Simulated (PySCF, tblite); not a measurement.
# C5H10OS2Si: geometry, infrared bands and NMR shifts

Wanted: the infrared bands and NMR shifts of C5H10OS2Si (`CSCC#C[Si@@H](O)SC`), by calculation.

Computed with tblite 0.8.0 and PySCF 2.14.0, with density-fitted response routines of our own, on a single molecule in the gas phase. Atoms count from 0, in the outputs and in this text.

**1. The molecule as given**

19 atoms, charge 0, multiplicity 1; geometry from: force field or distance geometry start.

Bonds of the start (Å): C0–S1 1.82, S1–C2 1.80, C2–C3 1.47, C3–C4 1.21, C4–Si5 1.87, Si5–O6 1.66, Si5–S7 2.14, S7–C8 1.80, C0–H9 1.09, C0–H10 1.09, C0–H11 1.10, C2–H12 1.10, C2–H13 1.09, Si5–H14 1.48, O6–H15 0.97, C8–H16 1.10, C8–H17 1.09, C8–H18 1.09.

**2. Relaxing the molecule with GFN2-xTB**

What the job is given:

```
{"job": {"kind": "relax", "xc": "GFN2-xTB", "basis": "xTB"}, "charge": 0, "multiplicity": 1}
C      2.621400     0.496800     1.116300
S      1.949100     2.182500     0.945800
C      1.477800     2.129200    -0.794900
C      0.360200     1.211200    -1.052400
C     -0.545100     0.431200    -1.214600
Si    -1.944800    -0.785400    -1.425200
O     -1.866100    -1.619100    -2.853000
S     -1.705700    -2.264800     0.109200
C     -1.852800    -1.316200     1.631100
H      3.040300     0.380900     2.119300
H      3.396100     0.322000     0.376900
H      1.816300    -0.246500     1.000800
H      1.164400     3.147700    -1.074300
H      2.345800     1.870800    -1.407300
H     -3.267000    -0.132100    -1.276100
H     -1.337600    -2.430300    -2.790400
H     -2.820800    -0.795400     1.679800
H     -1.790400    -1.996800     2.485000
H     -1.050900    -0.576500     1.715800
```

Started as:

```sh
> OMP_NUM_THREADS=1 python probes_run.py task.json out
```

The driver reads the jobs from task.json and runs them one after another.

**Question.** This job is followed by: GFN2-xTB harmonic vibrations, gas phase; GIAO PBE0/pcSseg-1 NMR shielding, non-relativistic, gas phase. What will the session give for the following? strongest single infrared mode (GFN2-xTB); zero-point energy (GFN2-xTB); 13C shifts against TMS (PBE0/pcSseg-1); 1H shifts against TMS (PBE0/pcSseg-1, means over atoms taken as alike); 33S shifts against CS2 (PBE0/pcSseg-1); 29Si shifts against TMS (PBE0/pcSseg-1); 17O shifts against H2O (PBE0/pcSseg-1).

The runs gave:

```
                                                              quantity                                   value
                             strongest single infrared mode (GFN2-xTB)                    801 cm⁻¹, 450 km/mol
                                          zero-point energy (GFN2-xTB)                           84.9 kcal/mol
                                13C shifts against TMS (PBE0/pcSseg-1)       111.6, 93.0, 27.2, 19.5, 12.3 ppm
1H shifts against TMS (PBE0/pcSseg-1, means over atoms taken as alike)  5.24, 3.26, 3.15, 2.31, 2.15, 1.85 ppm
                                33S shifts against CS2 (PBE0/pcSseg-1)                            13, -157 ppm
                               29Si shifts against TMS (PBE0/pcSseg-1)                               -29.2 ppm
                                17O shifts against H2O (PBE0/pcSseg-1)                                35.5 ppm
```

**Reading.** Relaxing lowered the energy by 0.153 eV in 126 steps; the close pair that moved most is S1–C2, from 1.804 to 1.843 Å. No mode is imaginary among the 51: a minimum at this level. The strongest single mode, at 801 cm⁻¹, moves mainly H15. GFN2-xTB is a fitted tight-binding method: band positions and strengths are rough. Its intensities can rank the bands wrongly. At PBE0/pcSseg-1: The widest tensor belongs to S1: span 377 ppm, with a paramagnetic part of -566 ppm.
